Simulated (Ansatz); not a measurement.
# TiTe2: the cost of one run

Computed with Ansatz 0.2.0 (DFT LDA, scalar-relativistic, plane waves, PAW, unless a step's input says otherwise).

### Step 1. The structure to begin with

The structure is trigonal, space group P-3m1 (No. 164). Conventional cell: a = 3.777 Å, b = 3.777 Å, c = 6.498 Å, α = 90.00°, β = 90.00°, γ = 120.00°. Ti (site symmetry -3m) has 6 Te at 2.77 Å as nearest neighbours. Te (site symmetry 3m) has 3 Ti at 2.77 Å as nearest neighbours.

Structure file:

```cif
data_structure
_symmetry_space_group_name_H-M 'P 1'
_symmetry_Int_Tables_number 1
_cell_length_a 3.7770
_cell_length_b 3.7770
_cell_length_c 6.4980
_cell_angle_alpha 90.000
_cell_angle_beta 90.000
_cell_angle_gamma 120.000
_cell_volume 80.28
loop_
_atom_site_label
_atom_site_type_symbol
_atom_site_fract_x
_atom_site_fract_y
_atom_site_fract_z
_atom_site_occupancy
Ti1 Ti 0.00000 0.00000 0.00000 1
Te1 Te 0.66667 0.33333 0.26280 1
Te2 Te 0.33333 0.66667 0.73720 1
```

The structure rests on an entry of the Crystallography Open Database; cell or positions may have been set otherwise for this series.

### Step 2. Relaxing cell and atoms: TiTe2, no spin

input.yaml reads:

```yaml
crystal:
  lattice:
    - [3.777, 0.0, 0.0]
    - [-1.8885, 3.2709779501, 0.0]
    - [0.0, 0.0, 6.498]
  atoms:
    - { symbol: Ti, position: [0.0, 0.0, 0.0] }
    - { symbol: Te, position: [0.6666666667, 0.3333333333, 0.2628] }
    - { symbol: Te, position: [0.3333333333, 0.6666666667, 0.7372] }
scf:
  occupations: { method: gaussian, width: 0.05 }
output:
  forces: true
  stress: true
  eigenvalues: true
  write_density: true
  write_potential: true
  elf: true
  volumetric_format: npy
hamiltonian:
  xc: lda
relax:
  f_tol: 0.001
  max_steps: 60
  cell: { stress_tol: 0.03 }
kpoints:
  mp_grid: { grid: [12, 12, 8] }
```

Launch:

```bash
$ ansatz run input.yaml --threads 8 --pin off --max-ram 20480MiB --backend cpu --events-out ev --progress --plain --runs-dir out
```

**Question.** How long does this run take on 8 threads of Arm Neoverse V1, shared host, and how much memory does it need?

About 19 s, with a peak of 0.63 GiB.
